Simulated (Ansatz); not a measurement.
**HF/3-21G run of C2H7NSi (SMILES NC1C[SiH2]1)**

Aim: the electronic atomisation energy of C2H7NSi at HF/3-21G, from 5 runs. 

The calculation is run with Ansatz 0.2.0.

61 further runs of the same task are left out: 61 set aside as unsound or not needed.

**1. The structure to begin with**

C2H7NSi has 11 atoms, charge 0, and is taken as a singlet. As SMILES, `NC1C[SiH2]1`. Geometry: relaxed at PBE0-D4/def2-TZVP. This is one conformer, not always the lowest.

Bond lengths: N1–C2 1.437 Å, C2–C3 1.539 Å, C2–Si4 1.862 Å, C3–Si4 1.848 Å, N1–H5 1.011 Å, N1–H6 1.014 Å, C2–H7 1.094 Å, C3–H8 1.085 Å, C3–H9 1.086 Å, Si4–H10 1.479 Å, Si4–H11 1.476 Å. Some angles: N1–C2–C3 114.5°, N1–C2–Si4 118.4°, C3–C2–Si4 65.0°, C2–C3–Si4 65.9°, C2–Si4–C3 49.0°, N1–C2–H7 118.0°, C3–C2–H7 113.0°, Si4–C2–H7 116.4°, C2–N1–H5 111.6°, C2–N1–H6 111.3°.

**2. A single-point energy at HF/3-21G**

File molecule.yaml:

```yaml
crystal:
  periodic: [false, false, false]
  atoms:
    - {symbol: N, position_ang: [-1.337200, 0.826100, -0.314200]}
    - {symbol: C, position_ang: [0.048100, 0.587400, -0.015100]}
    - {symbol: C, position_ang: [0.296100, -0.519700, 1.025200]}
    - {symbol: Si, position_ang: [0.845000, -0.955900, -0.685100]}
    - {symbol: H, position_ang: [-1.450400, 1.288300, -1.206000]}
    - {symbol: H, position_ang: [-1.774000, 1.401500, 0.397500]}
    - {symbol: H, position_ang: [0.701400, 1.454200, 0.118600]}
    - {symbol: H, position_ang: [1.025100, -0.311700, 1.801300]}
    - {symbol: H, position_ang: [-0.607900, -0.997000, 1.390600]}
    - {symbol: H, position_ang: [2.288700, -0.939900, -1.005500]}
    - {symbol: H, position_ang: [0.030300, -1.890100, -1.486800]}
basis:
  gaussian: {orbitals: 3-21G.json}
hamiltonian: {xc: hf}
accuracy: high
output: {orbitals: {seedname: orbitals}}
```

The basis set 3-21G is read from a file made from the Basis Set Exchange's data (not shown).

On the command line:

```sh
$ ansatz run molecule.yaml --threads 1 --pin off --max-ram 3480MiB --events-out events.jsonl --progress --plain --runs-dir runs
```

The log of the run:

```text
Warning: RAYON_NUM_THREADS=1 ignored (pool sized by the plan → 1); use --threads N
Functional definition: HF
  name "HF"
  exchange = exact_x
  correlation = 0
1347 factors; integrals over basis functions are off by at most 4.0e-9 eV
mean field evaluation 1: about -11449.4550 eV, gradient 2.6e1 eV
mean field evaluation 2: about -11449.8863 eV, gradient 2.7e1 eV
mean field evaluation 4: about -11451.6993 eV, gradient 2.4e0 eV
mean field evaluation 8: about -11451.7190 eV, gradient 1.2e-1 eV
mean field evaluation 16: about -11451.7191 eV, gradient 2.3e-8 eV
mean field -11451.71914197 eV, -420.8429162132 hartree, gradient 2.3e-8 eV, S^2 0.000000; 0 other end points of the search recorded, 0 dependent functions left out
reference -11451.71914197 eV, -420.8429162132 hartree; 20, 20 occupied and 34, 34 virtual orbitals, 1347 factors
Total energy: -11451.71914197 eV, -420.8429162132 hartree
```

Wall time 0.64 s (1 thread of Arm Neoverse V2, shared host); peak memory 0.12 GiB.

**3. The C atom, same level**

File input.yaml:

```yaml
basis:
  gaussian:
    orbitals: 3-21G.json
crystal:
  periodic: [false, false, false]
  atoms:
    - {symbol: C, position_ang: [0.000000, 0.000000, 0.000000]}
magnetization:
  spin_polarized: true
  initial_magnetization: 2
hamiltonian:
  xc: hf
accuracy: high
```

The basis set 3-21G is read from a file made from the Basis Set Exchange's data (not shown).

Run the same way, it converges to -37.48107 Eh (log not shown).

**4. The H atom, same level**

File job.yaml:

```yaml
crystal:
  periodic: [false, false, false]
  atoms:
    - symbol: H
      position_ang: [0.000000, 0.000000, 0.000000]
basis:
  gaussian:
    orbitals: 3-21G.json
magnetization:
  spin_polarized: true
  initial_magnetization: 1
hamiltonian:
  xc: hf
accuracy: high
```

The basis set 3-21G is read from a file made from the Basis Set Exchange's data (not shown).

Run the same way, it converges to -0.49620 Eh (log not shown).

**5. The N atom**

File input.yaml:

```yaml
crystal:
  periodic: [false, false, false]
  atoms:
    - symbol: N
      position_ang: [0.000000, 0.000000, 0.000000]
basis:
  gaussian: {orbitals: 3-21G.json}
magnetization: {spin_polarized: true, initial_magnetization: 3}
hamiltonian: {xc: hf}
accuracy: high
```

The basis set 3-21G is read from a file made from the Basis Set Exchange's data (not shown).

Run the same way, it converges to -54.10539 Eh (log not shown).

**6. The Si atom at the same level**

File job.yaml:

```yaml
crystal:
  periodic: [false, false, false]
  atoms:
    - symbol: Si
      position_ang: [0.000000, 0.000000, 0.000000]
basis:
  gaussian:
    orbitals: 3-21G.json
accuracy: high
total_charge: 0
hamiltonian:
  xc: hf
magnetization:
  spin_polarized: true
  initial_magnetization: 2
```

The basis set 3-21G is read from a file made from the Basis Set Exchange's data (not shown).

Run the same way, it converges to -287.34443 Eh (log not shown).

**7. Summary of results**

At HF/3-21G:

| quantity | value |
| --- | --- |
| molecule: total energy | -420.84292 Eh |
| molecule: HOMO energy | -8.94 eV |
| molecule: LUMO energy | 4.25 eV |
| molecule: HOMO–LUMO gap | 13.19 eV |
| C atom: total energy | -37.48107 Eh |
| C atom: ⟨S²⟩ | 2.001 |
| H atom: total energy | -0.49620 Eh |
| H atom: ⟨S²⟩ | 0.750 |
| N atom: total energy | -54.10539 Eh |
| N atom: ⟨S²⟩ | 3.752 |
| Si atom: total energy | -287.34443 Eh |
| Si atom: ⟨S²⟩ | 2.000 |
| electronic atomisation energy | 26.057 eV |

Taking the molecule apart into free atoms costs 26.06 eV (2514 kJ/mol), before zero-point energy and without spin-orbit coupling. Hartree–Fock lacks the correlation of the bonding pairs, which as a rule makes this value much too low; in minimal bases other errors can mask that. The basis has no polarisation functions, which makes bonds too weak.
